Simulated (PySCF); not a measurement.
**CH₃Cl₂Ga: electronic structure in real space**

Aim: take CH₃Cl₂Ga and analyse its density (charges, bond critical points, surface potential), see where an electron leaves and enters and measure its response to a uniform field.

Program: PySCF 2.14.0. Level of theory: levels as typed in each script, gas phase, geometry from GFN2-xTB. These are calculated values, not measurements.

### Step 1. The starting structure

7 atoms, charge 0, spin multiplicity 1.

Bond lengths: C1–Ga2 2.040 Å, C1–H5 1.092 Å, C1–H6 1.090 Å, C1–H7 1.091 Å, Ga2–Cl3 2.099 Å, Ga2–Cl4 2.099 Å. Angles: Ga2–C1–H5 109.6°, Ga2–C1–H6 109.9°, Ga2–C1–H7 109.6°, H5–C1–H6 109.3°, H5–C1–H7 108.4°, H6–C1–H7 110.0°, C1–Ga2–Cl3 122.1°, C1–Ga2–Cl4 121.7°, Cl3–Ga2–Cl4 116.2°.

Coordinates:

```
C    -0.0202    2.2866   -0.0002
Ga   -0.0004    0.2467   -0.0012
Cl    1.7882   -0.8513    0.0007
Cl   -1.7751   -0.8741    0.0007
H    -0.3425    2.6488    0.9785
H     0.9787    2.6671   -0.2151
H    -0.7267    2.6469   -0.7501
```

### Step 2. Density, bond paths and surface potential (PBE/def2-tzvp)

Input file input.py:

```python
import numpy as np
from pyscf import gto, scf, dft
from pyscf.scf import atom_ks, atom_hf
from scipy.linalg import block_diag

def solve(mol, dm0=None, hcore=None):
    mf = (dft.UKS if mol.spin else dft.RKS)(mol, xc='pbe')
    mf.grids.level = 3
    mf = mf.density_fit(auxbasis='def2-universal-jkfit')
    mf.conv_tol, mf.max_cycle = 1e-8, 80
    if hcore is not None:
        mf.get_hcore = lambda *args: hcore
    mf.kernel(dm0)
    if not mf.converged:
        mf = mf.newton().run(mf.mo_coeff, mf.mo_occ, max_cycle=30)
    assert mf.converged, 'SCF not converged'
    return mf

mol = gto.M(atom='''
C     -0.02018     2.28661    -0.00019
Ga    -0.00036     0.24675    -0.00119
Cl     1.78816    -0.85128     0.00073
Cl    -1.77508    -0.87412     0.00072
H     -0.34253     2.64883     0.97848
H      0.97874     2.66708    -0.21506
H     -0.72665     2.64692    -0.75006
''', basis='def2-tzvp', charge=0, spin=0, verbose=4)
mf = solve(mol)
mf.analyze()
# spherically averaged free atoms, for the promolecule
atm = atom_ks.get_atm_nrks(mol, xc='pbe')
pro = block_diag(*[(atm[a[0]][2] * atm[a[0]][3]) @ atm[a[0]][2].T for a in mol._atom])
np.savez('result.npz', e=mf.e_tot, c=mf.mo_coeff, occ=mf.mo_occ, eps=mf.mo_energy, pro=pro, dip=mf.dip_moment(verbose=0), s2=mf.spin_square()[0])
```

Started as:

```bash
> OMP_NUM_THREADS=1 python input.py
```

### Step 4. Removing and adding an electron (PBE/def2-tzvp)

input.py: that of step 2 with these lines changed.

```diff
@@ -28,3 +28,12 @@
 mf = solve(mol)
-mf.analyze()
+out = dict(e0=mf.e_tot, dm0=mf.make_rdm1(), c=mf.mo_coeff, occ=mf.mo_occ, eps=mf.mo_energy)
+for name, dq, spin in [('cation', 1, 1)]:
+    ion = mol.copy().set(charge=mol.charge + dq, spin=spin).build()
+    mi = solve(ion)
+    if spin and dq > 0 and mol.nao < 130:
+        c, _, stable, _ = mi.stability(return_status=True)
+        if not stable:
+            mi = solve(ion, mi.make_rdm1(c, mi.mo_occ))
+    print(name, 'vertical energy change / eV', (mi.e_tot - mf.e_tot) * 27.211386)
+    out.update({'e_' + name: mi.e_tot, 'dm_' + name: mi.make_rdm1(), 's2_' + name: mi.spin_square()[0], 'eps_' + name: mi.mo_energy, 'occ_' + name: mi.mo_occ})
 # spherically averaged free atoms, for the promolecule
@@ -32,2 +41,2 @@
 pro = block_diag(*[(atm[a[0]][2] * atm[a[0]][3]) @ atm[a[0]][2].T for a in mol._atom])
-np.savez('result.npz', e=mf.e_tot, c=mf.mo_coeff, occ=mf.mo_occ, eps=mf.mo_energy, pro=pro, dip=mf.dip_moment(verbose=0), s2=mf.spin_square()[0])
+np.savez('result.npz', pro=pro, **out)
```

### Step 6. Response to an electric field (PBE/def2-tzvp)

Input file input.py:

```python
import numpy as np
from pyscf import gto, scf, dft
from pyscf.scf import atom_ks, atom_hf
from scipy.linalg import block_diag

def solve(mol, dm0=None, hcore=None):
    mf = (dft.UKS if mol.spin else dft.RKS)(mol, xc='pbe')
    mf.grids.level = 3
    mf = mf.density_fit(auxbasis='def2-universal-jkfit')
    mf.conv_tol, mf.max_cycle = 1e-8, 80
    if hcore is not None:
        mf.get_hcore = lambda *args: hcore
    mf.kernel(dm0)
    if not mf.converged:
        mf = mf.newton().run(mf.mo_coeff, mf.mo_occ, max_cycle=30)
    assert mf.converged, 'SCF not converged'
    return mf

mol = gto.M(atom='''
C     -0.02018     2.28661    -0.00019
Ga    -0.00036     0.24675    -0.00119
Cl     1.78816    -0.85128     0.00073
Cl    -1.77508    -0.87412     0.00072
H     -0.34253     2.64883     0.97848
H      0.97874     2.66708    -0.21506
H     -0.72665     2.64692    -0.75006
''', basis='def2-tzvp', charge=0, spin=0, verbose=4)
field = np.array([0.004, 0.0, 0.0])  # atomic units
mol.set_common_orig(mol.atom_charges() @ mol.atom_coords() / mol.atom_charges().sum())
mf = solve(mol)
out = dict(dm0=mf.make_rdm1(), d0=mf.dip_moment(unit='AU'), e0=mf.e_tot)
for name, sign in (('p', 1), ('m', -1)):
    h = mf.get_hcore() + sign * np.einsum('x,xij->ij', field, mol.intor('int1e_r'))
    mi = solve(mol, mf.make_rdm1(), h)
    out.update({'dm' + name: mi.make_rdm1(), 'd' + name: mi.dip_moment(unit='AU'), 'e' + name: mi.e_tot})
# spherically averaged free atoms, for the promolecule
atm = atom_ks.get_atm_nrks(mol, xc='pbe')
pro = block_diag(*[(atm[a[0]][2] * atm[a[0]][3]) @ atm[a[0]][2].T for a in mol._atom])
np.savez('result.npz', pro=pro, **out)
```

(Steps that only read results are left out.)

Q: Predict the outcome of this session. Wanted: dipole moment; HOMO, LUMO; vertical ionisation energy; polarisability along the field.

As calculated:

| quantity | value |
| --- | --- |
| dipole moment (PBE/def2-tzvp) | 2.22 D |
| HOMO, LUMO (PBE/def2-tzvp) | -7.36, -1.96 eV |
| vertical ionisation energy (PBE/def2-tzvp) | 10.21 eV |
| polarisability along the field (PBE/def2-tzvp) | 73.8 bohr³ |

In words: At PBE/def2-tzvp: The highest Hirshfeld charge is on Ga2 (+0.44 e), the lowest on C1 (−0.20 e). The ionisation energy from two SCF runs, 10.21 eV, lies 2.9 eV above −ε(HOMO) = 7.36 eV of the same level, PBE/def2-tzvp, since self-interaction lifts this functional's HOMO. The geometry was not optimised at these levels.
